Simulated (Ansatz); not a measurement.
# Ga4BiP3: the cost of one run

The runs shown are made with Ansatz 0.2.0. PAW datasets, plane waves. The structure was generated, not taken from experiment, and needn't be the ground state; spin polarisation is off.

**1. The structure to begin with**

The cell was relaxed beforehand with r2SCAN.

Space group P-43m (No. 215), cubic; a = 5.672 Å in the conventional setting, 22.81 Å³ an atom. Near P stand 4 Ga at 2.41 Å; near Ga stand 3 P at 2.41 Å and 1 Bi at 2.61 Å; near Bi stand 4 Ga at 2.61 Å.

Structure file:

```cif
data_structure
_symmetry_space_group_name_H-M 'P 1'
_symmetry_Int_Tables_number 1
_cell_length_a 5.6718
_cell_length_b 5.6718
_cell_length_c 5.6718
_cell_angle_alpha 90.000
_cell_angle_beta 90.000
_cell_angle_gamma 90.000
_cell_volume 182.45
loop_
_atom_site_label
_atom_site_type_symbol
_atom_site_fract_x
_atom_site_fract_y
_atom_site_fract_z
_atom_site_occupancy
P1 P 0.50000 0.00000 0.00000 1
Ga1 Ga 0.23474 0.76526 0.76526 1
P2 P 0.00000 0.50000 0.00000 1
Ga2 Ga 0.76526 0.23474 0.76526 1
P3 P 0.00000 0.00000 0.50000 1
Ga3 Ga 0.76526 0.76526 0.23474 1
Bi1 Bi 0.50000 0.50000 0.50000 1
Ga4 Ga 0.23474 0.23474 0.23474 1
```

**2. Band structure with PBE**

Input file input.yaml:

```yaml
crystal:
  lattice:
    - [5.6717606641, 0.0, 0.0]
    - [0.0, 5.6717606641, 0.0]
    - [0.0, 0.0, 5.6717606641]
  atoms:
    - { symbol: P, position: [0.5, 0.0, 0.0] }
    - { symbol: Ga, position: [0.2347447271, 0.7652552729, 0.7652552729] }
    - { symbol: P, position: [0.0, 0.5, 0.0] }
    - { symbol: Ga, position: [0.7652552729, 0.2347447271, 0.7652552729] }
    - { symbol: P, position: [0.0, 0.0, 0.5] }
    - { symbol: Ga, position: [0.7652552729, 0.7652552729, 0.2347447271] }
    - { symbol: Bi, position: [0.5, 0.5, 0.5] }
    - { symbol: Ga, position: [0.2347447271, 0.2347447271, 0.2347447271] }
kpoints:
  mp_grid: { grid: [4, 4, 4] }
  band_path:
    path:
      - [[0.0, 0.0, 0.0], [-3.128990963671e-51, 0.5, 9.621001012377e-35], [0.5, 0.5, -5.716006483824e-34], [0.0, 0.0, 0.0], [0.5, 0.5, 0.5], [-3.128990963671e-51, 0.5, 9.621001012377e-35]]
      - [[0.5, 0.5, 0.5], [0.5, 0.5, -5.716006483824e-34]]
    npoints: 10
hamiltonian:
  xc: pbe
scf:
  occupations: { method: fermi_dirac, width: 0.02 }
  n_extra_bands: 6
output:
  forces: true
  stress: true
  eigenvalues: true
  write_density: true
  write_potential: true
  elf: true
  volumetric_format: npy
```

Launch:

```bash
> ansatz run input.yaml --threads 2 --pin off --max-ram 20275MiB --backend cpu --events-out ev --progress --plain --runs-dir out
```

Q: Estimate wall time and peak memory on 2 threads of AMD EPYC 7R13 (Zen 3), shared host.

About 12 s, with a peak of 0.83 GiB.
